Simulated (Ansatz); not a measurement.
# HCl: the cost of one run

Program: Ansatz 0.2.0. Level of theory: DFT PBE+D3(BJ), plane waves, PAW, scalar-relativistic, no spin polarisation. These are calculated values, not measurements.

## 1. The structure to begin with

The cell holds 20 atoms (Cl10H10): a = 7.714 Å, b = 7.714 Å, c = 7.714 Å, α = 90.00°, β = 90.00°, γ = 90.00°.

The coordinates stand in the first input below.

## 2. Preparing the start

input.yaml

```yaml
crystal:
  lattice:
    - [7.713845, 0.0, 0.0]
    - [0.0, 7.713845, 0.0]
    - [0.0, 0.0, 7.713845]
  atoms:
    - { symbol: Cl, position: [0.350249, 0.9781296, 0.7609248] }
    - { symbol: H, position: [0.4689768, 1.0118034, 0.8718456] }
    - { symbol: Cl, position: [0.7464882, 0.9271741, 0.3017973] }
    - { symbol: H, position: [0.7602473, 0.947217, 0.1376554] }
    - { symbol: Cl, position: [0.2448889, 0.1939925, 0.2646225] }
    - { symbol: H, position: [0.2682312, 0.2285622, 0.1040184] }
    - { symbol: Cl, position: [0.1472583, 0.7850135, 0.4675562] }
    - { symbol: H, position: [0.0429849, 0.7608347, 0.3407648] }
    - { symbol: Cl, position: [0.7188584, 0.7829808, 0.8449338] }
    - { symbol: H, position: [0.6375479, 0.7800173, 0.700319] }
    - { symbol: Cl, position: [0.9214097, 0.3768296, 0.6029016] }
    - { symbol: H, position: [0.9511162, 0.3805848, 0.4396931] }
    - { symbol: Cl, position: [0.45198, 0.5289715, 0.5634679] }
    - { symbol: H, position: [0.3636059, 0.3980984, 0.6144176] }
    - { symbol: Cl, position: [0.2201135, 0.5117171, 0.9433559] }
    - { symbol: H, position: [0.2826002, 0.6638216, 0.9655649] }
    - { symbol: Cl, position: [0.6712982, 0.49026, 0.228418] }
    - { symbol: H, position: [0.5078928, 0.5047978, 0.2034993] }
    - { symbol: Cl, position: [0.9389151, 0.2225588, 1.0050193] }
    - { symbol: H, position: [0.8763819, 0.1038548, 0.9073843] }
basis:
  ecutwfc: 420.0
kpoints:
  mp_grid: { grid: [1, 1, 1] }
hamiltonian:
  xc: pbe
  dispersion: d3bj
scf:
  occupations: { method: fermi_dirac, width: 0.05 }
  lower_state_search: "off"
relax:
  f_tol: 0.3
  max_steps: 15
  adjacent_minimum: "off"
```

Run with:

```console
$ ansatz run input.yaml --threads 1 --pin off --max-ram 3072MiB --backend cpu --events-out ev --progress --plain --runs-dir out
```

Q: Estimate wall time and peak memory on 1 thread of Arm Neoverse V1, shared host.

About 28 s, with a peak of 0.4 GiB.
